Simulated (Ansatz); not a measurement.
# CH₃ClOS₂W: how energies converge with the basis set

An exercise on one series of results from a longer session: the logs are not shown, and one member is left open.

Program: Ansatz 0.2.0, Gaussian basis. Level of theory: one geometry, several basis sets. These are calculated values, not measurements.

Plan: PBE0-D4/def2-SVP; ωB97M-V/def2-SVP; PBE0-D4/def2-QZVPP; ωB97M-V/def2-QZVPP; the functionals' def2-TZVPP values are taken from earlier runs.

## The geometry

An earlier PBE0-D4 in a triple-zeta def2 set relaxation fixed the geometry. W takes the def2 core potential; no spin-orbit term is included.

9 atoms, charge 0, spin multiplicity 1.

Atoms are counted from 1 here; the program's logs count them from 0.

Bond lengths: C1–O2 1.404 Å, C1–H7 1.091 Å, C1–H8 1.093 Å, C1–H9 1.093 Å, O2–W3 1.829 Å, W3–S4 2.122 Å, W3–S5 2.122 Å, W3–Cl6 2.258 Å. Angles: O2–C1–H7 108.3°, O2–C1–H8 109.6°, O2–C1–H9 109.7°, H7–C1–H8 109.7°, H7–C1–H9 109.7°, H8–C1–H9 109.8°, C1–O2–W3 145.4°, O2–W3–S4 108.3°, O2–W3–S5 108.3°, O2–W3–Cl6 111.3°, S4–W3–S5 108.2°, S4–W3–Cl6 110.4°, S5–W3–Cl6 110.4°.

Geometry (Å):

```tsv
atom	x (Å)	y (Å)	z (Å)
C1	0.87084	-1.37809	-0.16518
O2	0.35755	-0.21900	0.43905
W3	-0.73855	1.22996	0.22917
S4	-2.67967	0.52918	-0.26260
S5	-0.01824	2.38065	-1.40142
Cl6	-0.80715	2.48366	2.10611
H7	1.52436	-1.87731	0.55195
H8	1.44174	-1.10546	-1.05615
H9	0.04911	-2.04358	-0.44093
```

Set-up of the first run:

in.yaml reads:

```yaml
crystal:
  periodic: [false, false, false]
  atoms:
    - {symbol: C, position_ang: [0.870845, -1.378087, -0.165178]}
    - {symbol: O, position_ang: [0.357552, -0.219004, 0.439047]}
    - {symbol: W, position_ang: [-0.738554, 1.229959, 0.229165]}
    - {symbol: S, position_ang: [-2.679671, 0.529176, -0.262595]}
    - {symbol: S, position_ang: [-0.018239, 2.380648, -1.401419]}
    - {symbol: Cl, position_ang: [-0.807151, 2.483662, 2.106111]}
    - {symbol: H, position_ang: [1.524363, -1.877306, 0.551953]}
    - {symbol: H, position_ang: [1.441743, -1.105460, -1.056151]}
    - {symbol: H, position_ang: [0.049113, -2.043578, -0.440932]}
basis:
  gaussian: {orbitals: def2-SVP}
hamiltonian: {xc: pbe0, dispersion: d4}
output: {orbitals: {seedname: orbitals}}
```

Started as:

```
> ansatz run in.yaml --threads 2 --pin off --events-out ev --progress --plain --max-ram 32768MiB --backend cpu
```

Steps of the session up to this table: PBE0-D4 in def2-SVP; ωB97M-V in def2-SVP; PBE0-D4 in def2-QZVPP; ωB97M-V in def2-QZVPP.

One table of the session follows, with a row left open; its other results are not shown here.

It belongs to the step «Density functionals: the series». 

| functional | basis | HOMO (eV) | LUMO (eV) |
| --- | --- | --- | --- |
| PBE0-D4 | def2-SVP | -7.26 | -2.78 |
| PBE0-D4 | def2-TZVPP | ? | ? |
| PBE0-D4 | def2-QZVPP | -7.24 | -2.80 |
| ωB97M-V | def2-SVP | -9.18 | -0.74 |
| ωB97M-V | def2-TZVPP | -9.18 | -0.77 |
| ωB97M-V | def2-QZVPP | -9.20 | -0.83 |

Q: Estimate the row for PBE0-D4, def2-TZVPP from the others.

**Answer.** HOMO (eV): -7.22; LUMO (eV): -2.77. In the column «HOMO (eV)» it is the highest.
